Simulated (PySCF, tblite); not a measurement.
# C₄H₁₁FSi₂: geometry, infrared bands and NMR shifts

What infrared bands and NMR shifts should C₄H₁₁FSi₂ (`FC/C=C/[SiH2]C[SiH3]`) show?

Programs: tblite 0.8.0 and PySCF 2.14.0, with density-fitted response routines of our own. Each step states its level of theory. These are calculated values for one molecule in the gas phase, unless marked as measured. Atoms count from 0, in the outputs and in this text.

### 1 The molecule as given

18 atoms, charge 0, multiplicity 1; geometry from: force field or distance geometry start.

Bonds of the start (Å): F0–C1 1.38, C1–C2 1.49, C2–C3 1.31, C3–Si4 1.85, Si4–C5 1.86, C5–Si6 1.88, C1–H7 1.09, C1–H8 1.13, C2–H9 1.08, C3–H10 1.10, Si4–H11 1.48, Si4–H12 1.47, C5–H13 1.12, C5–H14 1.11, Si6–H15 1.47, Si6–H16 1.48, Si6–H17 1.47.

### 2 Geometry optimisation with GFN2-xTB

What the job is given:

```
{"job": {"kind": "relax", "xc": "GFN2-xTB", "basis": "xTB"}, "charge": 0, "multiplicity": 1}
F     -3.165200    -0.762100     1.316800
C     -2.797900     0.431200     0.737700
C     -1.517200     0.189000     0.006600
C     -0.968200    -1.000900    -0.030900
Si     0.613400    -1.180900    -0.978100
C      1.585600     0.404800    -1.020200
Si     2.368300     0.682100     0.662800
H     -3.604400     0.798200     0.103400
H     -2.615000     1.169200     1.575300
H     -1.089600     1.034900    -0.506500
H     -1.406600    -1.861400     0.489200
H      1.355000    -2.275700    -0.317300
H      0.297700    -1.540100    -2.363500
H      2.430500     0.376000    -1.757200
H      0.883300     1.243300    -1.235200
H      3.772300     1.095600     0.571800
H      2.246600    -0.570300     1.442300
H      1.602800     1.773400     1.291300
```

Run with:

```sh
> OMP_NUM_THREADS=1 python probes_run.py task.json out
```

One launch serves the whole session: the jobs run in the order shown.

**Question.** This job is followed by: GFN2-xTB harmonic vibrations, gas phase; GIAO PBE0/pcSseg-1 NMR shielding, non-relativistic, gas phase. What will the session give for the following? strongest single infrared mode (GFN2-xTB); zero-point energy (GFN2-xTB); 13C shifts against TMS (PBE0/pcSseg-1); 1H shifts against TMS (PBE0/pcSseg-1, means over atoms taken as alike); 19F shifts against CFCl3 (PBE0/pcSseg-1); 29Si shifts against TMS (PBE0/pcSseg-1); surface potential, 1st and 99th percentile.

**Answer**, as computed:

| quantity | value |
| --- | --- |
| strongest single infrared mode (GFN2-xTB) | 2224 cm⁻¹, 458 km/mol |
| zero-point energy (GFN2-xTB) | 80.4 kcal/mol |
| 13C shifts against TMS (PBE0/pcSseg-1) | 153.1, 125.1, 87.8, -15.8 ppm |
| 1H shifts against TMS (PBE0/pcSseg-1, means over atoms taken as alike) | 6.47, 6.10, 5.35, 4.65, 3.99, -0.06 ppm |
| 19F shifts against CFCl3 (PBE0/pcSseg-1) | -260.3 ppm |
| 29Si shifts against TMS (PBE0/pcSseg-1) | -50.0, -75.0 ppm |
| surface potential, 1st and 99th percentile | -0.99 V and 1.15 V |

What this shows: The optimisation took 142 steps and gained 0.398 eV; among the close pairs (by a distance rule), Si4–C5 changed most, from 1.860 to 1.901 Å. No mode is imaginary among the 48: a minimum at this level. The strongest single mode, at 2224 cm⁻¹, moves mainly H15. Unscaled tight-binding wavenumbers are off by several per cent, some by more. Its intensities can rank the bands wrongly. By nearest atom (PBE0/pcSseg-1), the HOMO sits on C2, C3 about 33 % each; H12 7 % and the LUMO on C2, C3 about 28 % each; H9, H10, H12 about 6 % each.
